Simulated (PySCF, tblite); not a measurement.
# C7H12BF: infrared bands, NMR shifts, electronic excitations and core binding energies in gas and solvents, part 2 of 3

tblite 0.8.0 and PySCF 2.14.0. Atoms count from 0.

**6. TDDFT and polarisability: PBE0/def2-SVPD**

Job settings and geometry (Å):

```
{"job": {"kind": "uv", "xc": "PBE0", "basis": "def2-SVPD", "ip": true}, "charge": 0, "multiplicity": 1}
C      2.471413    -0.465221    -1.056185
C      1.256925    -0.032645    -0.680473
C      0.576455    -0.413339     0.613579
B      0.241575    -1.819335    -0.004098
C     -1.261042    -1.761415    -0.481109
C     -1.711607    -0.322268    -0.248018
F     -1.568373     0.395401    -1.432032
C     -0.785545     0.263752     0.829098
C     -0.785340     1.782817     0.882295
H      3.089296    -1.086420    -0.400207
H      2.892615    -0.189556    -2.026222
H      0.667388     0.552303    -1.392619
H      1.264793    -0.353955     1.467430
H      0.971448    -2.779624    -0.005601
H     -1.523343    -2.125734    -1.485570
H     -1.786915    -2.431573     0.228706
H     -2.774685    -0.226025     0.031992
H     -1.175514    -0.118120     1.790025
H     -0.135033     2.144646     1.692869
H     -0.424127     2.215278    -0.061776
H     -1.797842     2.178039     1.059895
```

Level: TDDFT PBE0/def2-SVPD, vertical, gas phase, core orbitals frozen in the response.

Log:

```text
coarse grid: 17216 points
cycle   1  E = -397.7681839070  dE =  9.245e-01  |g| = 5.529e-01  |ddm| = 8.331e+00
cycle   2  E = -397.7413907751  dE =  2.679e-02  |g| = 6.981e-01  |ddm| = 2.007e+00
cycle   3  E = -397.8377353548  dE = -9.634e-02  |g| = 8.577e-02  |ddm| = 9.686e-01
cycle   4  E = -397.8388818413  dE = -1.146e-03  |g| = 3.694e-02  |ddm| = 1.944e-01
cycle   5  E = -397.8391816842  dE = -2.998e-04  |g| = 9.412e-03  |ddm| = 7.429e-02
cycle   6  E = -397.8392001516  dE = -1.847e-05  |g| = 4.533e-03  |ddm| = 2.234e-02
cycle   7  E = -397.8392050749  dE = -4.923e-06  |g| = 6.205e-04  |ddm| = 9.867e-03
final grid: 165736 points
cycle   8  E = -397.9005540507  dE = -7.708e-05  |g| = 9.070e-03  |ddm| = 2.437e-01
cycle   9  E = -397.9005421044  dE =  1.195e-05  |g| = 1.161e-02  |ddm| = 4.389e-02
cycle  10  E = -397.9005755250  dE = -3.342e-05  |g| = 1.677e-03  |ddm| = 2.281e-02
cycle  11  E = -397.9005761317  dE = -6.066e-07  |g| = 4.319e-04  |ddm| = 3.797e-03
cycle  12  E = -397.9005761765  dE = -4.483e-08  |g| = 1.446e-04  |ddm| = 1.062e-03
cycle  13  E = -397.9005761809  dE = -4.380e-09  |g| = 5.018e-05  |ddm| = 2.863e-04
cycle  14  E = -397.9005761814  dE = -4.907e-10  |g| = 9.726e-06  |ddm| = 1.356e-04
converged SCF energy = -397.9005761814

Static polarisability (au): isotropic 96.915, principal 81.246 94.933 114.566

Singlet excitations
state   eV       nm        f      main configurations
  1   5.3088    233.5   0.15043   H->L 0.85
  2   6.1372    202.0   0.00229   H-2->L 0.87
  3   6.2662    197.9   0.07504   H-1->L 0.79
  4   6.7640    183.3   0.01971   H->L+1 0.62, H-3->L 0.18, H->L+2 0.09
  5   6.8478    181.1   0.00936   H-4->L 0.32, H->L+1 0.29, H-3->L 0.24
  6   6.9190    179.2   0.00694   H-4->L 0.59, H-3->L 0.21, H->L+2 0.12
  7   7.1026    174.6   0.10695   H->L+2 0.54, H-3->L 0.31
  8   7.4090    167.3   0.07554   H-5->L 0.80
  9   7.4373    166.7   0.02327   H->L+3 0.69, H->L+4 0.19
 10   7.5984    163.2   0.01205   H->L+4 0.62, H->L+3 0.19, H->L+5 0.11

Triplet excitations (Tamm-Dancoff, eV): 3.6113 5.3378 5.7028 6.1409
Vertical ionisation energy (delta-SCF) = 9.1086 eV
```

Run time: 4.9 min. Hardware: 1 thread of Arm Neoverse N1, shared host; peak memory 1.2 GiB.

Frontier orbitals and where they lie:

```csv
orbital,eV,atoms
HOMO−3,-9.17,"C7 15 %, C5 13 %, F6 11 %"
HOMO−2,-8.70,"B3 23 %, C4 19 %, H13 14 %"
HOMO−1,-8.51,"C2 13 %, C1 12 %, C7 12 %"
HOMO,-7.27,"C0 28 %, C1 21 %, C2 18 %"
LUMO,-1.05,"C0 26 %, B3 26 %, C1 14 %"
LUMO+1,0.52,"B3 26 %, H17 12 %, H15 8 %"
LUMO+2,0.80,"C1 22 %, C0 15 %, B3 15 %"
```

With each of the 10 states as a Gaussian band of 0.4 eV half-width at 1/e, the curve within the window shown has maxima at 233 nm (ε 6,100), 195 nm (ε 3,500), 172 nm (ε 7,900) L/(mol cm). Beyond the last state computed it falls off for lack of states. The curve at chosen wavelengths:

(nm, ε (L/mol/cm)): (157, 1296), (161, 3323), (165, 5794), (170, 7729), (174, 7638), (178, 6417), (182, 4890), (187, 3673), (191, 3458), (195, 3505), (199, 3356), (204, 2740), (208, 2221), (212, 2067), (216, 2475), (221, 3668), (225, 4811), (229, 5714), (233, 6097), (238, 5734), (242, 4920), (246, 3885), (250, 2846), (255, 1755), (259, 1115), (263, 671)

Leading natural transition orbitals of singlet state 1: the hole lies on C2 25 %; B3 21 %; C0 14 %; the particle on B3 39 %; C0 16 %; H13, H15 about 7 % each.

Further results of this job:

```csv
property,computed
dipole moment (D),1.37
polarisability (Å³),14.36
HOMO–LUMO gap (eV),6.22
−ε(HOMO) (eV),7.27
```

**7. Shielding tensors: wB97X-D/pcSseg-1**

Settings changed since step 6:

```diff
@@ -1,2 +1,2 @@
-{"job": {"kind": "uv", "xc": "PBE0", "basis": "def2-SVPD", "ip": true}, "charge": 0, "multiplicity": 1}
+{"job": {"kind": "nmr", "xc": "wB97X-D", "basis": "pcSseg-1", "pop": false}, "charge": 0, "multiplicity": 1}
 C      2.471413    -0.465221    -1.056185
```

With the program's defaults for keys left out, this is: GIAO wB97X-D/pcSseg-1 NMR shielding, non-relativistic, gas phase.

Log:

```text
coarse grid: 17216 points
cycle   1  E = -398.3264843809  dE =  1.406e+00  |g| = 5.610e-01  |ddm| = 3.946e+00
cycle   2  E = -398.3402397259  dE = -1.376e-02  |g| = 5.944e-01  |ddm| = 8.013e-01
cycle   3  E = -398.3920782638  dE = -5.184e-02  |g| = 6.026e-02  |ddm| = 3.926e-01
cycle   4  E = -398.3927300482  dE = -6.518e-04  |g| = 2.742e-02  |ddm| = 6.980e-02
cycle   5  E = -398.3929098508  dE = -1.798e-04  |g| = 4.510e-03  |ddm| = 3.032e-02
cycle   6  E = -398.3929155603  dE = -5.709e-06  |g| = 1.434e-03  |ddm| = 7.029e-03
final grid: 165736 points
cycle   7  E = -398.4584584858  dE = -2.870e-04  |g| = 7.500e-03  |ddm| = 6.077e-02
cycle   8  E = -398.4584619748  dE = -3.489e-06  |g| = 7.691e-03  |ddm| = 1.561e-02
cycle   9  E = -398.4584716610  dE = -9.686e-06  |g| = 8.537e-04  |ddm| = 5.351e-03
cycle  10  E = -398.4584718101  dE = -1.491e-07  |g| = 4.545e-04  |ddm| = 1.472e-03
cycle  11  E = -398.4584718627  dE = -5.264e-08  |g| = 5.286e-05  |ddm| = 4.956e-04
cycle  12  E = -398.4584718641  dE = -1.394e-09  |g| = 2.157e-05  |ddm| = 1.454e-04
cycle  13  E = -398.4584718643  dE = -1.787e-10  |g| = 8.189e-06  |ddm| = 4.279e-05
converged SCF energy = -398.4584718643

GIAO shielding tensors (ppm)
atom      isotropic    diamagn.    paramagn.     s11        s22        s33       span
  0 C       44.945     253.352    -208.407    -80.332     56.969    158.199    238.531
  1 C       51.760     259.292    -207.532    -65.968     65.231    156.017    221.985
  2 C      135.472     250.434    -114.963    115.948    138.860    151.606     35.658
  3 B       46.685     192.650    -145.965     -3.738     35.206    108.587    112.325
  4 C      150.913     253.685    -102.773    138.016    148.369    166.354     28.338
  5 C       85.148     243.374    -158.226     53.540     78.032    123.872     70.332
  6 F      389.131     477.839     -88.708    366.573    388.018    412.802     46.229
  7 C      140.413     249.023    -108.610    123.087    143.823    154.329     31.242
  8 C      170.511     244.624     -74.112    158.899    168.487    184.148     25.248
  9 H       25.879      30.320      -4.442     21.099     25.112     31.424     10.326
 10 H       25.363      28.867      -3.504     21.443     24.599     30.046      8.603
 11 H       25.738      33.170      -7.433     22.149     23.724     31.340      9.190
 12 H       28.687      32.777      -4.090     23.774     28.440     33.847     10.074
 13 H       25.637      30.414      -4.777     23.344     25.758     27.808      4.464
 14 H       29.429      29.187       0.242     25.563     27.594     35.130      9.567
 15 H       30.635      29.796       0.839     26.086     28.062     37.757     11.671
 16 H       26.540      30.573      -4.033     23.781     25.347     30.492      6.711
 17 H       29.769      33.032      -3.263     26.001     28.108     35.198      9.197
 18 H       30.243      29.327       0.915     25.485     28.120     37.123     11.638
 19 H       29.768      29.981      -0.213     25.623     29.213     34.468      8.845
 20 H       30.168      28.643       1.525     25.382     27.535     37.587     12.205
```

Run time: 95 s. Hardware: 1 thread of Arm Neoverse N1, shared host; peak memory 1.2 GiB.

This run: δ C0 139.6, C1 132.8, C5 99.4, C2 49.1, H10 6.02, H13 5.74 ppm.

**8. X-ray photoelectron lines: SCAN, X2C**

Settings changed since step 7:

```diff
@@ -1,2 +1,2 @@
-{"job": {"kind": "nmr", "xc": "wB97X-D", "basis": "pcSseg-1", "pop": false}, "charge": 0, "multiplicity": 1}
+{"job": {"kind": "xps"}, "charge": 0, "multiplicity": 1}
 C      2.471413    -0.465221    -1.056185
```

With the program's defaults for keys left out, this is: delta-SCF UKS SCAN, pcX-2 on the ionised atom, pcseg-1 elsewhere, spin-free X2C.

Log:

```text
ground state, core basis on atom 0 (C), 217 functions
  cycle   1  E = -398.47409218  |g| = 6.68e-01
  cycle   2  E = -398.38713243  |g| = 9.21e-01
  cycle   3  E = -398.57946896  |g| = 1.36e-01
  cycle   4  E = -398.58257556  |g| = 6.02e-02
  cycle   5  E = -398.58334580  |g| = 2.12e-02
  cycle   6  E = -398.58344913  |g| = 9.74e-03
  cycle   7  E = -398.58347358  |g| = 1.77e-03
  cycle   8  E = -398.58347305  |g| = 6.46e-04
  cycle   9  E = -398.58347199  |g| = 1.57e-04
  E(ground) = -398.59777911 Eh
hole in C 1s of atom 0
  cycle   1  E = -387.33063770  |g| = 1.51e+00
  cycle   2  E = -385.78566762  |g| = 2.11e+00
  cycle   3  E = -387.71371016  |g| = 6.34e-01
  cycle   4  E = -387.87738719  |g| = 3.21e-01
  cycle   5  E = -387.91642447  |g| = 1.26e-01
  cycle   6  E = -387.92276570  |g| = 3.97e-02
  cycle   7  E = -387.92358757  |g| = 8.66e-03
  cycle   8  E = -387.92364002  |g| = 5.36e-03
  cycle   9  E = -387.92365869  |g| = 3.12e-03
  cycle  10  E = -387.92366919  |g| = 1.46e-03
  cycle  11  E = -387.92367076  |g| = 8.01e-04
  cycle  12  E = -387.92367223  |g| = 3.16e-04
  E(ion) = -387.93747583 Eh   <S^2> = 0.7880   hole on atom = 1.000   binding energy = 290.082 eV
ground state, core basis on atom 1 (C), 217 functions
  cycle   1  E = -398.58396701  |g| = 6.19e-02
  cycle   2  E = -398.58326735  |g| = 5.82e-02
  cycle   3  E = -398.58372096  |g| = 4.10e-02
  cycle   4  E = -398.58417629  |g| = 7.88e-03
  cycle   5  E = -398.58419296  |g| = 8.20e-04
  cycle   6  E = -398.58419324  |g| = 4.21e-04
  E(ground) = -398.59867710 Eh
hole in C 1s of atom 1
  cycle   1  E = -387.32008259  |g| = 1.52e+00
  cycle   2  E = -385.28857484  |g| = 2.33e+00
  cycle   3  E = -387.65440120  |g| = 6.52e-01
  cycle   4  E = -387.79254851  |g| = 4.72e-01
  cycle   5  E = -387.88302569  |g| = 2.01e-01
  cycle   6  E = -387.90262745  |g| = 6.43e-02
  cycle   7  E = -387.90481040  |g| = 1.77e-02
  cycle   8  E = -387.90506632  |g| = 1.23e-02
  cycle   9  E = -387.90523677  |g| = 7.25e-03
  cycle  10  E = -387.90537197  |g| = 5.94e-03
  cycle  11  E = -387.90546411  |g| = 4.11e-03
  cycle  12  E = -387.90551939  |g| = 2.18e-03
  cycle  13  E = -387.90552605  |g| = 9.30e-04
  cycle  14  E = -387.90552756  |g| = 4.03e-04
  E(ion) = -387.91902117 Eh   <S^2> = 0.8461   hole on atom = 1.000   binding energy = 290.608 eV
ground state, core basis on atom 2 (C), 217 functions
  cycle   1  E = -398.58242039  |g| = 5.95e-02
  cycle   2  E = -398.58220118  |g| = 3.59e-02
  cycle   3  E = -398.58215534  |g| = 3.73e-02
  cycle   4  E = -398.58251627  |g| = 9.27e-03
  cycle   5  E = -398.58253813  |g| = 7.10e-04
  cycle   6  E = -398.58253709  |g| = 2.36e-04
  E(ground) = -398.59728755 Eh
hole in C 1s of atom 2
  cycle   1  E = -387.34629913  |g| = 1.52e+00
  cycle   2  E = -386.30036855  |g| = 2.06e+00
  cycle   3  E = -387.81631101  |g| = 4.73e-01
  cycle   4  E = -387.85175091  |g| = 3.58e-01
  cycle   5  E = -387.92496855  |g| = 7.53e-02
  cycle   6  E = -387.92748171  |g| = 2.41e-02
  cycle   7  E = -387.92776278  |g| = 7.92e-03
  cycle   8  E = -387.92780149  |g| = 2.70e-03
  cycle   9  E = -387.92780674  |g| = 1.48e-03
  cycle  10  E = -387.92780886  |g| = 8.45e-04
  cycle  11  E = -387.92781098  |g| = 5.62e-04
  cycle  12  E = -387.92781089  |g| = 4.12e-04
  E(ion) = -387.94083046 Eh   <S^2> = 0.7684   hole on atom = 1.000   binding energy = 289.977 eV
ground state, core basis on atom 3 (B), 217 functions
  cycle   1  E = -398.57475852  |g| = 4.91e-02
  cycle   2  E = -398.57452931  |g| = 3.63e-02
  cycle   3  E = -398.57470107  |g| = 2.72e-02
  cycle   4  E = -398.57490026  |g| = 9.53e-03
  cycle   5  E = -398.57492394  |g| = 1.04e-03
  cycle   6  E = -398.57492374  |g| = 2.90e-04
  E(ground) = -398.59074665 Eh
hole in B 1s of atom 3
  cycle   1  E = -390.97343335  |g| = 1.17e+00
  cycle   2  E = -389.26000643  |g| = 2.00e+00
  cycle   3  E = -391.24336640  |g| = 5.00e-01
  cycle   4  E = -391.30201660  |g| = 3.97e-01
  cycle   5  E = -391.39456260  |g| = 1.14e-01
  cycle   6  E = -391.40286989  |g| = 5.18e-02
  cycle   7  E = -391.40425773  |g| = 2.12e-02
  cycle   8  E = -391.40452136  |g| = 1.22e-02
  cycle   9  E = -391.40468083  |g| = 7.27e-03
  cycle  10  E = -391.40478173  |g| = 4.62e-03
  cycle  11  E = -391.40486710  |g| = 4.89e-03
  cycle  12  E = -391.40493294  |g| = 2.97e-03
  cycle  13  E = -391.40497145  |g| = 2.27e-03
  cycle  14  E = -391.40499979  |g| = 1.24e-03
  cycle  15  E = -391.40500443  |g| = 5.99e-04
  cycle  16  E = -391.40500386  |g| = 3.49e-04
  E(ion) = -391.42094937 Eh   <S^2> = 0.9070   hole on atom = 1.000   binding energy = 195.100 eV
ground state, core basis on atom 4 (C), 217 functions
  cycle   1  E = -398.58255416  |g| = 5.74e-02
  cycle   2  E = -398.58249946  |g| = 2.09e-02
  cycle   3  E = -398.58246100  |g| = 2.37e-02
  cycle   4  E = -398.58260943  |g| = 5.17e-03
  cycle   5  E = -398.58261664  |g| = 6.54e-04
  cycle   6  E = -398.58261739  |g| = 1.72e-04
  E(ground) = -398.59690953 Eh
hole in C 1s of atom 4
  cycle   1  E = -387.35350420  |g| = 1.51e+00
  cycle   2  E = -386.50760278  |g| = 1.91e+00
  cycle   3  E = -387.82682083  |g| = 4.49e-01
  cycle   4  E = -387.85852604  |g| = 3.49e-01
  cycle   5  E = -387.92302091  |g| = 7.43e-02
  cycle   6  E = -387.92508251  |g| = 4.60e-02
  cycle   7  E = -387.92612176  |g| = 9.12e-03
  cycle   8  E = -387.92615243  |g| = 5.69e-03
  cycle   9  E = -387.92616990  |g| = 1.59e-03
  cycle  10  E = -387.92617150  |g| = 7.75e-04
  cycle  11  E = -387.92617276  |g| = 5.33e-04
  cycle  12  E = -387.92617180  |g| = 2.84e-04
  E(ion) = -387.93918987 Eh   <S^2> = 0.7674   hole on atom = 1.000   binding energy = 290.011 eV
ground state, core basis on atom 5 (C), 217 functions
  cycle   1  E = -398.58639948  |g| = 5.89e-02
  cycle   2  E = -398.58635306  |g| = 2.37e-02
  cycle   3  E = -398.58635214  |g| = 2.39e-02
  cycle   4  E = -398.58648661  |g| = 5.52e-03
  cycle   5  E = -398.58649248  |g| = 9.24e-04
  cycle   6  E = -398.58649178  |g| = 3.80e-04
  E(ground) = -398.60026085 Eh
hole in C 1s of atom 5
  cycle   1  E = -387.26995943  |g| = 1.51e+00
  cycle   2  E = -383.96760525  |g| = 2.77e+00
  cycle   3  E = -387.44661356  |g| = 9.21e-01
  cycle   4  E = -387.75410721  |g| = 4.85e-01
  cycle   5  E = -387.82864257  |g| = 1.59e-01
  cycle   6  E = -387.83495128  |g| = 7.15e-02
  cycle   7  E = -387.83749525  |g| = 1.71e-02
  cycle   8  E = -387.83759540  |g| = 1.14e-02
  cycle   9  E = -387.83766385  |g| = 4.46e-03
  cycle  10  E = -387.83767607  |g| = 2.06e-03
  cycle  11  E = -387.83767975  |g| = 8.71e-04
  cycle  12  E = -387.83768059  |g| = 3.34e-04
  E(ion) = -387.85191356 Eh   <S^2> = 0.7738   hole on atom = 1.000   binding energy = 292.477 eV
ground state, core basis on atom 6 (F), 217 functions
  cycle   1  E = -398.62662588  |g| = 1.18e-01
  cycle   2  E = -398.62623110  |g| = 6.40e-02
  cycle   3  E = -398.62621554  |g| = 6.56e-02
  cycle   4  E = -398.62682641  |g| = 6.51e-03
  cycle   5  E = -398.62683675  |g| = 1.17e-03
  cycle   6  E = -398.62683692  |g| = 3.50e-04
  E(ground) = -398.64274257 Eh
hole in F 1s of atom 6
  cycle   1  E = -372.29612552  |g| = 2.58e+00
  cycle   2  E = -370.62365571  |g| = 2.58e+00
  cycle   3  E = -370.30863634  |g| = 1.84e+00
  cycle   4  E = -373.07747147  |g| = 4.91e-01
  cycle   5  E = -373.13781456  |g| = 3.19e-01
  cycle   6  E = -373.18849250  |g| = 1.32e-01
  cycle   7  E = -373.19648452  |g| = 5.44e-02
  cycle   8  E = -373.19812302  |g| = 8.38e-03
  cycle   9  E = -373.19815104  |g| = 2.91e-03
  cycle  10  E = -373.19815540  |g| = 1.53e-03
  cycle  11  E = -373.19815610  |g| = 3.18e-04
  E(ion) = -373.22010479 Eh   <S^2> = 0.7571   hole on atom = 1.000   binding energy = 691.785 eV
ground state, core basis on atom 7 (C), 217 functions
  cycle   1  E = -398.58252302  |g| = 8.41e-02
  cycle   2  E = -398.58128756  |g| = 1.08e-01
  cycle   3  E = -398.58303111  |g| = 2.32e-02
  cycle   4  E = -398.58310855  |g| = 8.04e-03
  cycle   5  E = -398.58312464  |g| = 2.05e-03
  cycle   6  E = -398.58312323  |g| = 4.28e-04
  E(ground) = -398.59729792 Eh
hole in C 1s of atom 7
  cycle   1  E = -387.32769454  |g| = 1.52e+00
  cycle   2  E = -386.24568616  |g| = 2.11e+00
  cycle   3  E = -387.82447033  |g| = 4.34e-01
  cycle   4  E = -387.85929828  |g| = 3.17e-01
  cycle   5  E = -387.90295817  |g| = 8.20e-02
  cycle   6  E = -387.90568717  |g| = 3.47e-02
  cycle   7  E = -387.90623197  |g| = 1.07e-02
  cycle   8  E = -387.90627374  |g| = 5.55e-03
  cycle   9  E = -387.90629107  |g| = 1.52e-03
  cycle  10  E = -387.90629328  |g| = 7.71e-04
  cycle  11  E = -387.90629456  |g| = 4.07e-04
  E(ion) = -387.91956951 Eh   <S^2> = 0.7697   hole on atom = 1.000   binding energy = 290.556 eV
ground state, core basis on atom 8 (C), 217 functions
  cycle   1  E = -398.58173428  |g| = 5.77e-02
  cycle   2  E = -398.58169210  |g| = 2.17e-02
  cycle   3  E = -398.58170186  |g| = 2.04e-02
  cycle   4  E = -398.58179975  |g| = 4.16e-03
  cycle   5  E = -398.58180505  |g| = 3.82e-04
  E(ground) = -398.59597887 Eh
hole in C 1s of atom 8
  cycle   1  E = -387.34760495  |g| = 1.51e+00
  cycle   2  E = -386.67796464  |g| = 1.81e+00
  cycle   3  E = -387.85989638  |g| = 3.43e-01
  cycle   4  E = -387.89585233  |g| = 1.67e-01
  cycle   5  E = -387.90797804  |g| = 7.20e-02
  cycle   6  E = -387.91014393  |g| = 3.36e-02
  cycle   7  E = -387.91074663  |g| = 5.07e-03
  cycle   8  E = -387.91076152  |g| = 2.36e-03
  cycle   9  E = -387.91076458  |g| = 1.20e-03
  cycle  10  E = -387.91076613  |g| = 7.31e-04
  cycle  11  E = -387.91076663  |g| = 2.92e-04
  E(ion) = -387.92383991 Eh   <S^2> = 0.7671   hole on atom = 1.000   binding energy = 290.404 eV
```

It took 7.5 min on 1 thread of Arm Neoverse N1, shared host; peak memory 0.65 GiB.

The holes in one table. −ε is the ground-state orbital energy:

```csv
hole,stands for,environment,ΔSCF (eV),−ε (eV),⟨S²⟩
C1s on C0,C0,terminal =CH2 carbon,290.08,273.8,0.788
C1s on C1,C1,alkene CH,290.61,274.2,0.846
C1s on C2,C2,allylic sp3 CH bonded to B,289.98,273.4,0.768
B1s on B3,B3,"boron bonded to 2 C, H, in a 5-membered ring",195.10 (doubtful),179.9,0.907
C1s on C4,C4,sp3 CH2 bonded to B,290.01,273.2,0.767
C1s on C5,C5,sp3 CH bonded to F,292.48,275.6,0.774
F1s on F6,F6,fluorine on an sp3 carbon,691.79,666.1,0.757
C1s on C7,C7,sp3 CH in a ring,290.56,273.9,0.770
C1s on C8,C8,methyl carbon,290.40,273.3,0.767
```

Doubtful: the ion did not converge, its hole moved, or its ⟨S²⟩ is well above 0.75.

**9. Nuclear shieldings: PBE0/pcSseg-1 in benzene**

Settings changed since step 8:

```diff
@@ -1,2 +1,2 @@
-{"job": {"kind": "xps"}, "charge": 0, "multiplicity": 1}
+{"job": {"kind": "nmr", "xc": "PBE0", "basis": "pcSseg-1", "solvent": "benzene", "pop": true}, "charge": 0, "multiplicity": 1}
 C      2.471413    -0.465221    -1.056185
```

Level: GIAO PBE0/pcSseg-1 NMR shielding, non-relativistic, IEF-PCM benzene.

Log:

```text
coarse grid: 17216 points
cycle   1  E = -397.9881283263  dE =  1.002e+00  |g| = 5.798e-01  |ddm| = 3.985e+00
cycle   2  E = -397.9671991569  dE =  2.093e-02  |g| = 7.130e-01  |ddm| = 1.004e+00
cycle   3  E = -398.0601202227  dE = -9.292e-02  |g| = 7.621e-02  |ddm| = 5.799e-01
cycle   4  E = -398.0609562758  dE = -8.361e-04  |g| = 3.454e-02  |ddm| = 7.875e-02
cycle   5  E = -398.0612044382  dE = -2.482e-04  |g| = 6.747e-03  |ddm| = 2.981e-02
cycle   6  E = -398.0612124827  dE = -8.045e-06  |g| = 3.680e-03  |ddm| = 7.476e-03
cycle   7  E = -398.0612157070  dE = -3.224e-06  |g| = 5.800e-04  |ddm| = 3.428e-03
final grid: 165736 points
cycle   8  E = -398.1228218197  dE = -6.998e-05  |g| = 9.282e-03  |ddm| = 4.987e-02
cycle   9  E = -398.1228107267  dE =  1.109e-05  |g| = 1.168e-02  |ddm| = 1.988e-02
cycle  10  E = -398.1228441986  dE = -3.347e-05  |g| = 1.650e-03  |ddm| = 1.145e-02
cycle  11  E = -398.1228447504  dE = -5.518e-07  |g| = 3.861e-04  |ddm| = 1.518e-03
cycle  12  E = -398.1228447849  dE = -3.452e-08  |g| = 1.254e-04  |ddm| = 3.685e-04
cycle  13  E = -398.1228447881  dE = -3.138e-09  |g| = 4.236e-05  |ddm| = 1.086e-04
cycle  14  E = -398.1228447884  dE = -3.298e-10  |g| = 6.639e-06  |ddm| = 4.705e-05
converged SCF energy = -398.1228447884

GIAO shielding tensors (ppm)
atom      isotropic    diamagn.    paramagn.     s11        s22        s33       span
  0 C       44.009     253.211    -209.202    -78.541     51.913    158.655    237.195
  1 C       53.168     258.767    -205.599    -60.763     65.220    155.047    215.810
  2 C      133.280     249.880    -116.600    112.294    137.507    150.037     37.743
  3 B       44.898     192.973    -148.074     -7.979     34.929    107.746    115.725
  4 C      149.520     253.259    -103.739    136.702    147.177    164.681     27.979
  5 C       84.453     243.446    -158.993     52.842     77.290    123.226     70.384
  6 F      387.682     477.713     -90.031    364.691    386.419    411.935     47.244
  7 C      140.026     248.901    -108.875    122.475    143.882    153.721     31.245
  8 C      171.008     245.017     -74.009    159.229    168.724    185.070     25.841
  9 H       25.655      30.057      -4.401     20.896     24.922     31.148     10.252
 10 H       25.121      28.636      -3.514     21.246     24.355     29.763      8.517
 11 H       25.641      32.901      -7.260     21.960     23.768     31.196      9.236
 12 H       28.403      32.513      -4.110     23.548     28.109     33.553     10.006
 13 H       25.472      30.329      -4.857     22.990     25.698     27.728      4.737
 14 H       29.256      29.048       0.209     25.437     27.455     34.877      9.440
 15 H       30.309      29.515       0.794     25.742     27.716     37.469     11.727
 16 H       26.294      30.439      -4.144     23.504     25.082     30.296      6.792
 17 H       29.462      32.810      -3.348     25.604     27.804     34.979      9.375
 18 H       30.079      29.196       0.884     25.301     27.954     36.982     11.681
 19 H       29.693      29.869      -0.176     25.534     29.125     34.421      8.887
 20 H       30.019      28.561       1.457     25.211     27.373     37.472     12.261
```

It took 84 s on 1 thread of Arm Neoverse N1, shared host; peak memory 1.3 GiB.

In short: δ C0 140.9, C1 131.7, C5 100.4, C2 51.6, H10 6.13, H13 5.78 ppm.

[end of part 2 of 3]
